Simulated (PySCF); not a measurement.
**C3H14Ge2OSi: geometry, NMR shifts and electronic excitations**

Wanted: the NMR shifts and electronic excitations of C3H14Ge2OSi (`CC(C)[O][GeH2][GeH2][SiH3]`), by calculation.

Computed with PySCF 2.14.0, with density-fitted response routines of our own, on a single molecule in the gas phase. Atoms are numbered from 0 throughout.

### Step 1. The starting structure

21 atoms, charge 0, multiplicity 1; geometry from: GFN2-xTB. The atoms were then displaced at random by about 0.01 Å, so the start is not that level's minimum.

Bonds of the start (Å): C0–C1 1.54, C1–C2 1.52, C1–O3 1.45, O3–Ge4 1.76, Ge4–Ge5 2.38, Ge5–Si6 2.36, C0–H7 1.08, C0–H8 1.06, C0–H9 1.08, C1–H10 1.10, C2–H11 1.06, C2–H12 1.10, C2–H13 1.09, Ge4–H14 1.53, Ge4–H15 1.51, Ge5–H16 1.53, Ge5–H17 1.51, Si6–H18 1.46, Si6–H19 1.46, Si6–H20 1.48.

### Step 2. Geometry optimisation at PBE0-D3(BJ)/def2-SVP

What the job is given:

```
{"job": {"xc": "PBE0", "basis": "def2-SVP", "d3": "d3bj", "grid": 1, "shake": 0.01, "kind": "geom"}, "charge": 0, "multiplicity": 1}
C     -1.892700    -1.622990    -0.565860
C     -1.640460    -0.194100    -0.057370
C     -2.013490    -0.060610     1.413470
O     -0.236000     0.135820    -0.198700
Ge     0.549130     0.710720    -1.666860
Ge     2.648820     1.035220    -0.584770
Si     2.554920     0.363260     1.670460
H     -2.952760    -1.831660    -0.470850
H     -1.324610    -2.312830     0.010320
H     -1.638440    -1.665510    -1.611000
H     -2.248770     0.520070    -0.628040
H     -3.039050    -0.283750     1.584270
H     -1.821570     0.965550     1.751600
H     -1.403190    -0.742060     2.015250
H     -0.323380     1.857520    -2.174620
H      0.374940    -0.324600    -2.748510
H      3.084400     2.479860    -0.817900
H      3.691110     0.323700    -1.413400
H      3.844940     0.556600     2.320360
H      2.180680    -1.048680     1.755710
H      1.534320     1.160730     2.380490
```

The run is started by

```bash
OMP_NUM_THREADS=1 python probes_run.py task.json out
```

The driver reads the jobs from task.json and runs them one after another.

**Question.** This job is followed by: GIAO PBE0/pcSseg-1 NMR shielding, non-relativistic, gas phase; TDDFT CAM-B3LYP/def2-SVPD, vertical, gas phase, core orbitals frozen in the response; GIAO B97-2/pcSseg-1 NMR shielding, non-relativistic, gas phase. What will the session give for the following? point group; rotational constants (main isotopes); 13C shifts against TMS (PBE0/pcSseg-1, means over atoms taken as alike); 1H shifts against TMS (PBE0/pcSseg-1, means over atoms taken as alike); 17O shifts against H2O (PBE0/pcSseg-1); 73Ge shifts against GeMe4 (PBE0/pcSseg-1); 29Si shifts against TMS (PBE0/pcSseg-1); lowest singlet (CAM-B3LYP/def2-SVPD); brightest single state of those computed; lowest triplet; vertical ionisation energy (ΔSCF); range of the shift of Ge5.

As calculated:

```
                                                               quantity                             value
                                                            point group                                C1
                                   rotational constants (main isotopes)              1.40, 0.60, 0.45 GHz
13C shifts against TMS (PBE0/pcSseg-1, means over atoms taken as alike)                    72.6, 25.9 ppm
 1H shifts against TMS (PBE0/pcSseg-1, means over atoms taken as alike)  5.39, 3.74, 3.59, 3.56, 1.14 ppm
                                 17O shifts against H2O (PBE0/pcSseg-1)                          58.1 ppm
                              73Ge shifts against GeMe4 (PBE0/pcSseg-1)                     -48, -344 ppm
                                29Si shifts against TMS (PBE0/pcSseg-1)                         -98.5 ppm
                                   lowest singlet (CAM-B3LYP/def2-SVPD)       6.34 eV (196 nm), f = 0.077
                               brightest single state of those computed       state 4, 6.99 eV, f = 0.205
                                                         lowest triplet                           5.70 eV
                                      vertical ionisation energy (ΔSCF)                           9.47 eV
                                              range of the shift of Ge5                  -344 to -335 ppm
```

**Reading.** The optimisation took 5 steps and gained 0.354 eV; among the close pairs (by a distance rule), Si6–H18 changed most, from 1.457 to 1.497 Å. C1 (sp3 CH bonded to O) lies farthest downfield among carbon, at 72.6 ppm; pulled downfield by the heteroatom. At PBE0/pcSseg-1: Shielding is most anisotropic at Ge4 (span 431 ppm, paramagnetic term -1379 ppm). The first singlet state (HOMO→LUMO 0.73) lies at 6.34 eV and is bright; of the 10 states computed, the strongest absorption comes from state 4 at 6.99 eV. The lowest triplet lies 0.64 eV below the lowest singlet (triplets in Tamm-Dancoff, singlets in full TDDFT). The orbital energy would give 8.88 eV for ionisation, ΔSCF gives 9.47 eV. In ppm, Ge5 moves most: its shift spreads over 9 ppm, from -344 (PBE0/pcSseg-1) to -335 (B97-2/pcSseg-1). Spin-orbit coupling is left out, which matters for shieldings and couplings at and beside the heavy atoms.
